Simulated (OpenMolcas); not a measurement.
# Ti²⁺ among point charges: CASSCF levels and susceptibility

How does a field of 3 point charges split the states of Ti²⁺, and what χT follows?

Method: state-averaged CASSCF, spin-orbit coupling by RASSI with atomic mean-field integrals. Code: OpenMolcas 26.06.

1 further run of the same task is left out (it didn't finish).

### Step 1. The system

```
Species                           : Ti²⁺ (titanium, Z = 22, 20 electrons)
Basis                             : ANO-RCC-VDZP [5s4p2d1f], 34 functions
Scalar Hamiltonian                : DKH2, point nucleus
Inactive shells                   : 1s 2s 2p 3s 3p
Active space                      : 2 electrons in 5 orbitals (3d)
Some configurations of this space : 3d2
Orbitals                          : optimised for each spin and parity, averaged over all roots
```

The outer shells:

3d2
```
3d [↑ ][↑ ][  ][  ][  ]
```

The ion sits among 3 point charges of -3 e arranged as a planar triangle (D3h), 1.53 Å from the ion. The active orbitals were held to one l.

Each step is its own input file, run in one work folder so that later steps find the files of earlier ones. Labels, J, g values, rates, χT and fits are worked out afterwards by a script from the matrices that RASSI stores.

### Step 2. Basis and integrals

File a.inp:

```
&GATEWAY
Coord
1

Ti 0.0 0.0 0.0
Basis=ANO-RCC-VDZP
Group=NoSym
NoMove
AngMom=0.0 0.0 0.0
AMFI
XField
3 Angstrom 0
1.530000 0.000000 0.000000 -3.000000
-0.765000 1.325019 0.000000 -3.000000
-0.765000 -1.325019 0.000000 -3.000000
&SEWARD
```

The run is started by

```
$ OMP_NUM_THREADS=1 MOLCAS_MEM=1689 MOLCAS_PROJECT=a pymolcas a.inp > a.log
```

The log of the run:

```text
Basis set label: TI.ANO-RCC...5S4P2D1F.

      Electronic valence basis set:
      ------------------
      Associated Effective Charge  22.000000 au
      Associated Actual Charge     22.000000 au
      Nuclear Model: Point charge

      Shell  nPrim  nBasis  Cartesian Spherical Contaminant
         s      21       5        X
         p      15       4        X
         d      10       2                 X
         f       6       1                 X
                  Relativistic Douglas-Kroll-Hess integrals:
                    - DKH order of Hamiltonian: 2
                    - DKH order of Properties : 0
                  Atomic mean-field integrals
```

### Step 3. CASSCF: triplets, 10 roots

File a.inp:

```
&RASSCF
FileOrb=start.orb
Symmetry=1
Spin=3
nActEl=2 0 0
Inactive=9
Ras2=5
CIRoot=10 10 1
SDav=10
CIMx=300
Iter=120 100
PrWF=0.3
OrbListing=Nothing
MaxOrb=0
SupSym
1
10 10 11 12 13 14 23 24 25 26 27
>>> COPY $Project.JobIph JOB001
```

start.orb holds the contracted functions of the basis, ordered by shell, or the orbitals of the step before.

The log of the run:

```text
Wave function specifications:
      -----------------------------

      Number of closed shell electrons          18
      Number of electrons in active shells       2
      Max number of holes in RAS1 space          0
      Max nr of electrons in RAS3 space          0
      Number of inactive orbitals                9
      Number of active orbitals                  5
      Number of secondary orbitals              20
      Spin quantum number                      1.0
      State symmetry                             1
Orbital specifications:
      -----------------------

      Symmetry species                           1
                                                 a
      Frozen orbitals                            0
      Inactive orbitals                          9
      Active orbitals                            5
      RAS1 orbitals                              0
      RAS2 orbitals                              5
      RAS3 orbitals                              0
      Secondary orbitals                        20
      Deleted orbitals                           0
      Number of basis functions                 34
      Number of CSFs                            10
      Number of root(s) required                10
      Iter CI   SX   CI       RASSCF       Energy    max ROT     max BLB   max BLB  Level Ln srch  Step   QN
          iter iter root      energy       change     param      element    value   shift minimum  type update
 Nr of preliminary CI iterations:   1
        1   1    7    0  -858.34699418    0.00E+00  -2.11E-01*   7  32 1 -2.33E-01*  0.37   0.00    SX    NO
        2   1    7    0  -858.41869536   -7.17E-02* -8.10E-02    7  20 1 -6.94E-02*  0.23   0.00    SX    NO
        3   1    6    0  -858.42935155   -1.07E-02* -3.34E-02    7  20 1 -1.40E-02*  0.19   0.00    SX    NO
        4   1    6    0  -858.43074606   -1.39E-03*  1.06E-02    7  20 1 -5.43E-03*  0.18   0.00    SX    NO
        5   1    5    0  -858.43092040   -1.74E-04*  5.50E-03    7  17 1  1.51E-03*  0.18   1.53    LS   YES
        6   1    5    0  -858.43094433   -2.39E-05*  1.08E-03    7  20 1  1.58E-03*  0.18   1.02    QN   YES
        7   1    5    0  -858.43094550   -1.17E-06*  2.81E-04    9  22 1 -3.95E-04*  0.18   0.80    QN   YES
        8   1    4    0  -858.43094564   -1.39E-07* -5.57E-05    9  19 1  6.76E-05   0.18   1.11    QN   YES
        9   1    4    0  -858.43094564   -4.27E-09   9.14E-06    8  21 1  8.93E-06   0.18   1.13    QN   YES
      Convergence after  9 iterations
       10   1    4    0  -858.43094564   -1.19E-10   9.14E-06    9  22 1  1.18E-06   0.18   1.13    QN   YES
      Natural orbitals and occupation numbers for root  1
      sym 1:   0.999306   0.999306   0.000694  -0.000000   0.000694
      Natural orbitals and occupation numbers for root  2
      sym 1:   0.004574   0.995426   0.004574   0.995426   0.000000
      Natural orbitals and occupation numbers for root  3
      sym 1:   0.004574   0.995426   0.995426   0.004574  -0.000000
::    RASSCF root number  1 Total energy:   -858.65200841
::    RASSCF root number  2 Total energy:   -858.60147518
::    RASSCF root number  3 Total energy:   -858.60147517
::    RASSCF root number  4 Total energy:   -858.42286209
::    RASSCF root number  5 Total energy:   -858.42286209
::    RASSCF root number  6 Total energy:   -858.40564123
::    RASSCF root number  7 Total energy:   -858.40564123
::    RASSCF root number  8 Total energy:   -858.36571016
::    RASSCF root number  9 Total energy:   -858.36571014
::    RASSCF root number 10 Total energy:   -858.06607073
```

### Step 4. Reference wave functions, singlets, 15 roots

File a.inp:

```
&RASSCF
FileOrb=start.orb
Symmetry=1
Spin=1
nActEl=2 0 0
Inactive=9
Ras2=5
CIRoot=15 15 1
SDav=15
CIMx=300
Iter=120 100
PrWF=0.3
OrbListing=Nothing
MaxOrb=0
SupSym
1
10 10 11 12 13 14 23 24 25 26 27
>>> COPY $Project.JobIph JOB002
```

The log of the run:

```text
Wave function specifications:
      -----------------------------

      Number of closed shell electrons          18
      Number of electrons in active shells       2
      Max number of holes in RAS1 space          0
      Max nr of electrons in RAS3 space          0
      Number of inactive orbitals                9
      Number of active orbitals                  5
      Number of secondary orbitals              20
      Spin quantum number                      0.0
      State symmetry                             1
Orbital specifications:
      -----------------------

      Symmetry species                           1
                                                 a
      Frozen orbitals                            0
      Inactive orbitals                          9
      Active orbitals                            5
      RAS1 orbitals                              0
      RAS2 orbitals                              5
      RAS3 orbitals                              0
      Secondary orbitals                        20
      Deleted orbitals                           0
      Number of basis functions                 34
      Number of CSFs                            15
      Number of root(s) required                15
      Iter CI   SX   CI       RASSCF       Energy    max ROT     max BLB   max BLB  Level Ln srch  Step   QN
          iter iter root      energy       change     param      element    value   shift minimum  type update
 Nr of preliminary CI iterations:   1
        1   1    5    0  -858.38188161    0.00E+00  -2.84E-02   14  27 1 -8.26E-03*  0.15   0.00    SX    NO
        2   1    6    0  -858.38282914   -9.48E-04* -8.73E-03    8  21 1 -8.61E-03*  0.14   0.00    SX    NO
        3   1    6    0  -858.38298055   -1.51E-04*  4.88E-03   14  27 1 -1.43E-03*  0.14   0.00    SX    NO
        4   1    6    0  -858.38300705   -2.65E-05* -1.39E-03    8  21 1 -1.71E-03*  0.14   0.00    SX    NO
        5   1    5    0  -858.38301182   -4.77E-06*  1.37E-03   14  27 1 -2.57E-04*  0.14   1.20    QN   YES
        6   1    4    0  -858.38301288   -1.06E-06* -2.78E-05    7  19 1  3.11E-05   0.14   0.98    QN   YES
        7   1    3    0  -858.38301288   -9.41E-10   3.09E-06    7  19 1  7.87E-06   0.14   1.13    QN   YES
      Convergence after  7 iterations
        8   1    3    0  -858.38301288   -3.93E-11   3.09E-06    7  19 1  1.14E-06   0.14   1.13    QN   YES
      Natural orbitals and occupation numbers for root  1
      sym 1:   0.000825   0.999175   0.000825   0.999175   0.000000
      Natural orbitals and occupation numbers for root  2
      sym 1:   0.000000   0.999174   0.000825   0.999175   0.000825
      Natural orbitals and occupation numbers for root  3
      sym 1:   0.002304   0.962709   0.069974   0.962708   0.002304
::    RASSCF root number  1 Total energy:   -858.62216623
::    RASSCF root number  2 Total energy:   -858.62216623
::    RASSCF root number  3 Total energy:   -858.59457448
::    RASSCF root number  4 Total energy:   -858.57605415
::    RASSCF root number  5 Total energy:   -858.57605414
::    RASSCF root number  6 Total energy:   -858.51593756
::    RASSCF root number  7 Total energy:   -858.38393913
::    RASSCF root number  8 Total energy:   -858.38393913
::    RASSCF root number  9 Total energy:   -858.36849167
::    RASSCF root number 10 Total energy:   -858.36849167
::    RASSCF root number 11 Total energy:   -858.31794307
::    RASSCF root number 12 Total energy:   -858.31794304
::    RASSCF root number 13 Total energy:   -858.04374538
::    RASSCF root number 14 Total energy:   -858.04374538
::    RASSCF root number 15 Total energy:   -858.01000194
```

### Step 5. State interaction with spin-orbit coupling

File a.inp:

```
&RASSI
NrOfJobIphs=2 10 15
1 2 3 4 5 6 7 8 9 10
1 2 3 4 5 6 7 8 9 10 11 12 13 14 15
IphNames
JOB001
JOB002
EJob
SpinOrbit
DIPRint=1.0
SOCoupling=1000.0
Subsets=2
Property=9
'ANGMOM' 1 'ANGMOM' 2 'ANGMOM' 3 'MLTPL  1' 1 'MLTPL  1' 2 'MLTPL  1' 3
'AMFI' 1 'AMFI' 2 'AMFI' 3
SOProperty=3
'ANGMOM' 1 'ANGMOM' 2 'ANGMOM' 3
```

The log of the run:

```text
SPIN-FREE ENERGIES:
  (Shifted by EMIN (a.u.) =       -858.6520084074)

 SF State       Relative EMIN(au)   Rel lowest level(eV)    D:o, cm**(-1)      L_eff

     1             0.0000000000        0.0000000000              0.0000         2.6
    11             0.0298421774        0.8120470156           6549.6009         3.1
    12             0.0298421774        0.8120470156           6549.6009         3.1
     2             0.0505332265        1.3750791445          11090.7613         2.1
     3             0.0505332330        1.3750793227          11090.7627         2.1
    13             0.0574339297        1.5628568457          12605.2906         3.1
    14             0.0759542595        2.0668206915          16670.0331         3.7
    15             0.0759542659        2.0668208661          16670.0345         3.7
    16             0.1360708425        3.7026762510          29864.0980         2.5
     4             0.2291463176        6.2353889557          50291.8036         3.0
     5             0.2291463176        6.2353889557          50291.8036         3.0
     6             0.2463671800        6.7039924929          54071.3460         2.1
     7             0.2463671800        6.7039924929          54071.3460         2.1
    17             0.2680692780        7.2945366640          58834.4060         2.3
    18             0.2680692780        7.2945366640          58834.4060         2.3
    19             0.2835167328        7.7148833224          62224.7304         3.8
    20             0.2835167328        7.7148833224          62224.7304         3.8
     8             0.2862982432        7.7905720780          62835.2014         2.9
     9             0.2862982702        7.7905728122          62835.2073         2.9
    21             0.3340653372        9.0903809223          73318.8667         3.0
    22             0.3340653637        9.0903816443          73318.8726         3.0
    10             0.5859376724       15.9441763202         128598.4547         1.3
    23             0.6082630270       16.5516801656         133498.3036         3.9
    24             0.6082630270       16.5516801656         133498.3036         3.9
    25             0.6420064661       17.4698859209         140904.1325         1.3
     Dipole printing threshold changed to   1.00000000E+00

++ Dipole transition strengths (spin-free states):
   -----------------------------------------------
     for osc. strength at least  1.00000000E+00

  ( Max oscillator strength is only    2.3430090510137046E-044 )
--
Eigenvalues of complex Hamiltonian:
   -----------------------------------
  (Shifted by EMIN (a.u.) =       -858.6520084074)

 SO State       Relative EMIN(au)   Rel lowest level(eV)    D:o, cm**(-1)     J-value

     1            -0.0000033633        0.0000000000              0.0000         2.9
     2            -0.0000021291        0.0000335844              0.2709         2.7
     3            -0.0000021291        0.0000335844              0.2709         2.7
     4             0.0298368668        0.8119940269           6549.1735         2.5
     5             0.0298368668        0.8119940269           6549.1735         2.5
     6             0.0504258307        1.3722482738          11067.9287         2.1
     7             0.0504311371        1.3723926696          11069.0934         2.1
     8             0.0505336485        1.3751821474          11091.5920         2.3
     9             0.0505336551        1.3751823255          11091.5935         2.3
    10             0.0506395111        1.3780628144          11114.8262         2.1
    11             0.0506395111        1.3780628144          11114.8262         2.1
    12             0.0574390555        1.5630878446          12607.1537         3.1
    13             0.0759549191        2.0669301603          16670.9160         3.6
    14             0.0759549255        2.0669303348          16670.9174         3.6
    15             0.1360732144        3.7028323125          29865.3567         2.5
    16             0.2284274737        6.2159197344          50134.7737         1.5
    17             0.2284274737        6.2159197344          50134.7737         1.5
    18             0.2291409950        6.2353356378          50291.3736         1.8
    19             0.2291409950        6.2353356378          50291.3736         1.8
    20             0.2298643405        6.2550188714          50450.1295         1.5
    21             0.2298643405        6.2550188714          50450.1295         1.5
    22             0.2458491619        6.6899880216          53958.3923         2.1
    23             0.2458496466        6.6900012119          53958.4987         2.1
    24             0.2463442811        6.7034609023          54067.0584         2.2
    25             0.2463442811        6.7034609023          54067.0584         2.2
    26             0.2468837228        6.7181398588          54185.4522         2.0
    27             0.2468837228        6.7181398588          54185.4522         2.0
    28             0.2680889403        7.2951632208          58839.4595         2.1
    29             0.2680889403        7.2951632208          58839.4595         2.1
    30             0.2835072931        7.7147179749          62223.3968         2.6
    31             0.2835072931        7.7147179749          62223.3968         2.6
    32             0.2856820555        7.7738962745          62700.7020         2.5
    33             0.2856820555        7.7738962745          62700.7020         2.5
    34             0.2862928240        7.7905161309          62834.7501         2.6
    35             0.2862928509        7.7905168648          62834.7561         2.6
    36             0.2869331298        7.8079397399          62975.2810         2.5
    37             0.2869331298        7.8079397399          62975.2810         2.5
    38             0.3340738788        9.0907048683          73321.4795         2.4
    39             0.3340739053        9.0907055900          73321.4854         2.4
    40             0.5859129939       15.9435963026         128593.7765         1.8
    41             0.5859380468       15.9442780274         128599.2750         1.6
Weights of the five most important spin-orbit-free states for each spin-orbit state.

 SO State  Total energy (au)           Spin-free states, spin, and weights
 -------------------------------------------------------------------------------------------------------
    1        -0.000003       1 1.0  0.9999    2 1.0  0.0000    3 1.0  0.0000   13 0.0  0.0000    7 1.0  0.0000
    2        -0.000002       1 1.0  1.0000    2 1.0  0.0000    3 1.0  0.0000   14 0.0  0.0000   15 0.0  0.0000
    3        -0.000002       1 1.0  1.0000    2 1.0  0.0000    3 1.0  0.0000   14 0.0  0.0000   15 0.0  0.0000
    4         0.029837      12 0.0  0.9998    2 1.0  0.0001    3 1.0  0.0001    5 1.0  0.0000    4 1.0  0.0000
    5         0.029837      11 0.0  0.9998    2 1.0  0.0001    3 1.0  0.0001    4 1.0  0.0000    5 1.0  0.0000
    6         0.050426       2 1.0  0.4996    3 1.0  0.4996   13 0.0  0.0007    1 1.0  0.0000   16 0.0  0.0000
    7         0.050431       2 1.0  0.5000    3 1.0  0.5000    6 1.0  0.0000    7 1.0  0.0000   11 0.0  0.0000
    8         0.050534       2 1.0  1.0000    1 1.0  0.0000   15 0.0  0.0000    8 1.0  0.0000    9 1.0  0.0000
    9         0.050534       3 1.0  1.0000    1 1.0  0.0000   14 0.0  0.0000    8 1.0  0.0000    9 1.0  0.0000
   10         0.050640       3 1.0  0.4999    2 1.0  0.4999   11 0.0  0.0001   12 0.0  0.0001    9 1.0  0.0000
   11         0.050640       3 1.0  0.4999    2 1.0  0.4999   12 0.0  0.0001   11 0.0  0.0001    8 1.0  0.0000
   12         0.057439      13 0.0  0.9993    3 1.0  0.0004    2 1.0  0.0004    1 1.0  0.0000    6 1.0  0.0000
```

Time for these steps: 3.1 s (1 thread of AMD EPYC 9R45 (Zen 5), shared host).

States without spin-orbit coupling:

```csv
state,degeneracy,E (cm-1),free-ion L (%)
3A2,1,0,F (86)
1E,2,6550,G (54)
3E,2,11091,F (51)
1A1,1,12605,G (63)
1E,2,16670,G (85)
1A1,1,29864,D (39)
triplet,2,50292,F (100)
3E,2,54071,P (51)
1E,2,58834,D (85)
singlet,2,62225,G (100)
3E,2,62835,F (100)
1E,2,73319,D (54)
3A2,1,128598,P (86)
1E,2,133498,G (100)
1A1,1,140904,D (49)
```

With spin-orbit coupling:

```tsv
E (cm-1)	Degeneracy	Label	2S+1	g
0.0	1	A1	3	
0.3	2	E	3	0.00 0.00 4.00
6549	2	E	1	0.00 0.00 4.00
11068	1	A1	3	
11069	1	A2	3	
11092	2	E	3	0.00 0.00 2.00
11115	2	E	3	0.00 0.00 6.00
12607	1	A1	1	
16671	2	E	1	0.00 0.00 2.00
29865	1	A1	1	
50135	2	E	3	0.00 0.00 2.00
50291	2		3	0.00 0.00 6.00
50450	2	E	3	0.00 0.00 10.00
53958	1	A2	3	
53958	1	A1	3	
54067	2	E	3	0.00 0.00 2.00
54185	2	E	3	0.00 0.00 6.00
58839	2	E	1	0.00 0.00 2.00
62223	2		1	0.00 0.00 6.01
62701	2	E	3	
62835	2	E	3	0.00 0.00 4.00
62975	2		3	0.00 0.00 8.00
73321	2	E	1	0.00 0.00 4.00
128594	1	A1	3
```

Labels of spin-orbit levels are those of the rotation subgroup (D3 for D3h). Principal g values are given for doublets only; a zero marks a field direction without first-order Zeeman splitting.

Powder χT (cm³ K/mol): 0.99 at 2 K, 0.99 at 5 K, 0.99 at 10 K, 0.99 at 20 K, 1.00 at 50 K, 1.00 at 100 K, 1.01 at 150 K, 1.01 at 200 K, 1.02 at 250 K, 1.02 at 300 K.

### Step 6. Summary of results

```
                                            quantity                            value
                                              method                           CASSCF
                              spin-free ground state  3A2, 1-fold in its orbital part
first state of the same spin within the active space                 3E at 11100 cm⁻¹
                                        lowest level                        1-fold A1
                                          next level                         0.3 cm⁻¹
                                         χT at 300 K                   1.02 cm³ K/mol
                           effective moment at 300 K                          2.86 μB
```

In words: The spin-free ground state (3A2) comes to 86 % from free-ion F terms and keeps the highest spin of the shell. χT at 300 K is 1.02, against 1.00 cm³ K/mol for the spin alone; near agreement at one temperature doesn't show that the orbital moment is quenched. The field of point charges can differ much from that of real complexes. This is an electrostatic model: the charges have no orbitals.
